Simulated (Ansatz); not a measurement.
**C₂H₄FGaO: up Jacob's ladder to CCSD(T)**

The task here is to estimate one member of a computed series from the others.

The runs use Ansatz 0.2.0, Gaussian basis; functionals in def2-TZVPP, the program's frozen cores in correlated methods.

Plan: LDA (SPW92), PBE-D4, revPBE-D4, BLYP-D4, r2SCAN-D4, B97M-V, PBE0-D4, B3LYP-D4, r2SCANh-D4, r2SCAN0-D4, HSE06-D4, BHLYP-D4, CAM-B3LYP-D4, LC-ωPBE, ωB97X-V, ωB97M-V, B2PLYP, PBE-QIDH; CCSD(T)/def2-SVP; CCSD(T)/def2-TZVPP; MP2/def2-QZVPP; extrapolation to the limit; RPA on PBE.

## The geometry

An earlier PBE0-D4 in a triple-zeta def2 set relaxation fixed the geometry.

9 atoms, charge 0, spin multiplicity 1.

Atoms are counted from 1 here; the program's logs count them from 0.

Bond lengths: O1–C2 1.346 Å, O1–H6 0.964 Å, C2–C4 1.338 Å, C2–H7 1.084 Å, Ga3–H8 1.706 Å, C4–F5 1.333 Å, C4–H9 1.082 Å. Angles: C2–O1–H6 108.1°, O1–C2–C4 122.2°, O1–C2–H7 119.2°, C4–C2–H7 118.5°, C2–C4–F5 122.0°, C2–C4–H9 123.1°, F5–C4–H9 114.5°.

The first run:

Input file in.yaml:

```yaml
crystal:
  periodic: [false, false, false]
  atoms:
    - {symbol: O, position_ang: [-0.846272, 1.175786, 0.496742]}
    - {symbol: C, position_ang: [0.309052, 0.544627, 0.215099]}
    - {symbol: Ga, position_ang: [-0.625854, -2.112428, -0.133696]}
    - {symbol: C, position_ang: [0.663894, 0.229845, -1.035755]}
    - {symbol: F, position_ang: [-0.105783, 0.525484, -2.083040]}
    - {symbol: H, position_ang: [-1.142462, 0.883903, 1.366476]}
    - {symbol: H, position_ang: [1.003906, 0.329408, 1.018866]}
    - {symbol: H, position_ang: [-0.804675, -1.455604, 1.430119]}
    - {symbol: H, position_ang: [1.636894, -0.167321, -1.291813]}
basis:
  gaussian: {orbitals: def2-TZVPP}
hamiltonian: {xc: lda}
output: {orbitals: {seedname: orbitals}}
```

On the command line:

```console
ansatz run in.yaml --threads 4 --pin off --events-out ev --progress --plain --max-ram 10444MiB
```

Among the steps run: LDA; PBE-D4 (GGA); revPBE-D4 (GGA); BLYP-D4 (GGA); r2SCAN-D4 (meta-GGA); B97M-V (meta-GGA); B3LYP-D4 (hybrid); r2SCANh-D4 (hybrid); r2SCAN0-D4 (hybrid); HSE06-D4 (hybrid); BHLYP-D4 (hybrid); CAM-B3LYP-D4 (range-separated); LC-ωPBE (range-separated); ωB97X-V (range-separated); ωB97M-V (range-separated); B2PLYP (double hybrid); PBE-QIDH (double hybrid).

One table of the session follows, with a row left open; its other results are not shown here.

It belongs to the step «Orbital energies across the functionals». 

```
  functional  HOMO (eV)  LUMO (eV)  gap (eV)
 LDA (SPW92)      -4.96      -2.52      2.44
      PBE-D4      -4.80      -2.25      2.55
   revPBE-D4      -4.74      -2.13      2.61
     BLYP-D4      -4.72      -2.18      2.54
   r2SCAN-D4      -5.03      -2.09      2.93
      B97M-V      -4.97      -2.18      2.78
     PBE0-D4      -5.74      -1.50      4.24
    B3LYP-D4      -5.63      -1.74      3.89
  r2SCANh-D4      -5.37      -1.82      3.55
  r2SCAN0-D4      -5.89      -1.43      4.47
    HSE06-D4      -5.34      -1.86      3.48
    BHLYP-D4          ?          ?         ?
CAM-B3LYP-D4      -7.00      -0.60      6.40
     LC-ωPBE      -8.17       0.51      8.67
     ωB97X-V      -7.88       0.38      8.26
     ωB97M-V      -7.79       0.19      7.99
```

Estimate the missing values for BHLYP-D4.

Worked estimate for «HOMO (eV)». Against the share of exact exchange, BLYP-D4 (0, -4.72), B3LYP-D4 (0.2, -5.63) give a slope of -4.55 per unit share; at 0.5 the line stands at -6.99.

**Answer.** HOMO (eV): -6.60; LUMO (eV): -0.76; gap (eV): 5.84. In «HOMO (eV)» the line misses by -0.39.
